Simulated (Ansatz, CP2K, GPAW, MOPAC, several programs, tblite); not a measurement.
# What each method gives for BBi (zincblende)

BBi in the zincblende structure, relaxed with r2SCAN in Ansatz, was computed with several methods. The symmetry is F-43m (No. 216, cubic); a = 5.490 Å in the conventional setting, 20.68 Å³ an atom. Around B lie 4 Bi at 2.38 Å; around Bi lie 4 B at 2.38 Å. No spin polarisation. The prototype was imposed, so other structures may be more stable.

```
CELL_PARAMETERS angstrom
0.00000 2.74487 2.74487
2.74487 0.00000 2.74487
2.74487 2.74487 0.00000
ATOMIC_POSITIONS crystal
B 0.00000 0.00000 0.00000
Bi 0.25000 0.25000 0.25000
```

Gaps and times are for a single point on this cell; volume and bulk modulus come from each method's own relaxation or energy curve at fixed shape. Times are rough, from shared hosts (Arm Neoverse V1), and each method has its own mesh and cell size. PM6 (MOPAC) and PM7 (MOPAC): levels, charges or heat of formation failed a check of plausibility, so no values are given. PM6 (MOPAC), PM7 (MOPAC), GFN1-xTB (tblite), GFN2-xTB (tblite) treat a cluster of cells at its zone centre, which samples few k points: where these miss a band edge, the gap comes out too large for that reason alone. Gaps from k meshes are read at a limited set of points (mesh, symmetry points, PBE's band edges), so each method's own least gap may be somewhat smaller. xTB and the PM methods were fitted mostly to molecules, and can miss a solid's gap by electronvolts. Minimal bases can be far off for gaps. GLLB-SC's gap includes the derivative discontinuity. d marks a direct gap, i an indirect one (no mark: not told apart), a dash a value that wasn't computed or didn't pass its checks.

```tsv
method	kind	gap (eV)	own volume (Å³/atom)	bulk modulus (GPa)	atoms computed	processor time
light PBE (260 eV and a coarse mesh)	light plane-wave	0.22 d	–	–	2	0.81 s
GFN1-xTB (tblite)	tight binding	0	19.52	102	64	1.4 s
PBE	semilocal	0.29 d	21.03	71	2	2.9 s
PM6 (MOPAC)	semi-empirical	–	–	–	64	3.1 s
GFN2-xTB (tblite)	tight binding	2.31	19.79	100	64	3.5 s
PBE/single zeta (GPAW)	small basis	0.52 d	–	–	2	4.2 s
r2SCAN	semilocal	0.39 d	20.68	80	2	5.7 s
PBE/SZV (CP2K)	small basis	1.10 d	21.46	76	2	6.3 s
PM7 (MOPAC)	semi-empirical	–	–	–	64	7.7 s
GLLB-SC (GPAW)	model potential	0.24	–	–	2	9.8 s
PBE/DZVP (CP2K)	small basis	0.57 i	21.27	70	2	15 s
```

Against r2SCAN (0.39 eV) and with closed or daggered gaps left aside, the nearest gap at the points sampled is that of PBE (-0.10 eV) and the farthest that of GFN2-xTB (tblite) (+1.92 eV). r2SCAN is only a yardstick of convenience: semilocal gaps usually lie below measured ones, which GLLB-SC and hybrids aim to mend.

Volumes against r2SCAN's: GFN1-xTB (tblite) -5.6 %, PBE +1.7 %, GFN2-xTB (tblite) -4.3 %, PBE/SZV (CP2K) +3.7 %, PBE/DZVP (CP2K) +2.9 %.

Spin-orbit coupling is left out; in compounds of Pb, Bi, Tl or Hg it can lower a gap by up to about 1 eV, split its edges or invert the bands.
